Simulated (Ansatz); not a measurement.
# CsTaS2: a trial structure relaxed

The task: take a trial cell of CsTaS2 to zero force and stress.

Program: Ansatz 0.2.0. Level of theory: DFT PBE, scalar-relativistic, plane waves, PAW. These are calculated values, not measurements.

## Step 1: The system as given

The structure is hexagonal, space group P-6m2 (No. 187). The conventional cell has a = 3.398 Å, b = 3.398 Å, c = 7.963 Å, α = 90.00°, β = 90.00°, γ = 120.00°. Cs (site symmetry -6m2) is surrounded by 6 S at 3.10 Å and 6 Cs at 3.40 Å. Ta (site symmetry -6m2) has 6 S at 2.52 Å as nearest neighbours. Around S (site symmetry 3m) lie 3 Ta at 2.52 Å and 3 Cs at 3.10 Å.

As a file:

```
CELL_PARAMETERS angstrom
3.39787 0.00000 0.00000
-1.69893 2.94264 0.00000
0.00000 0.00000 7.96260
ATOMIC_POSITIONS crystal
Cs 0.33333 0.66667 0.50000
Ta 0.66667 0.33333 0.00000
S 0.00000 0.00000 0.19823
S 0.00000 0.00000 0.80177
```

The cell is invented: Cs between sheets of the VS2 type, stage 1 (P-6m2, No. 187). Its size is a rough estimate.

## Step 2: The guess as it stands, on a coarse mesh

File input.yaml:

```yaml
crystal:
  lattice:
    - [3.39786785, 0.0, 0.0]
    - [-1.69893393, 2.94263988, 0.0]
    - [0.0, 0.0, 7.9626027]
  atoms:
    - { symbol: Cs, position: [0.33333333, 0.66666667, 0.5] }
    - { symbol: Ta, position: [0.66666667, 0.33333333, 0.0] }
    - { symbol: S, position: [0.0, 0.0, 0.19822749] }
    - { symbol: S, position: [0.0, 0.0, 0.80177251] }
basis:
  ecutwfc: 420
kpoints:
  mp_grid: { grid: [6, 6, 2] }
hamiltonian:
  xc: pbe
scf:
  occupations: { method: gaussian, width: 0.1 }
  lower_state_search: "off"
output:
  forces: true
  stress: true
  eigenvalues: true
```

Command:

```sh
$ ansatz run input.yaml --threads 1 --pin off --max-ram 2048MiB --backend cpu --events-out ev --progress --plain --runs-dir out
```

The session goes on with these runs: coarse relaxation; full relaxation.

Before running it: what results should come out? Wanted: conventional cell; volume; energy over the elements; gap on the mesh.

As calculated:

| quantity | value |
| --- | --- |
| symmetry at the end (tolerance 0.02 Å) | space group P-6m2 (No. 187) |
| conventional cell | a = 3.542 Å, b = 3.542 Å, c = 8.268 Å, α = 90.00°, β = 90.00°, γ = 120.00° |
| volume | 22.46 Å³/atom |
| energy over the elements | -1.02 eV/atom |
| gap on the mesh | 0.15 eV |

**Reading.** The space group P-6m2 (No. 187) is kept, and the volume per atom grows by 12.9 % from the first guess. A negative formation energy is needed for stability but isn't enough; other structures and compounds were not set against it here. No finished test with a distortion of lower symmetry is shown, so the end may be a saddle point. These runs have no spin-orbit coupling; with Ta it would split and shift bands.
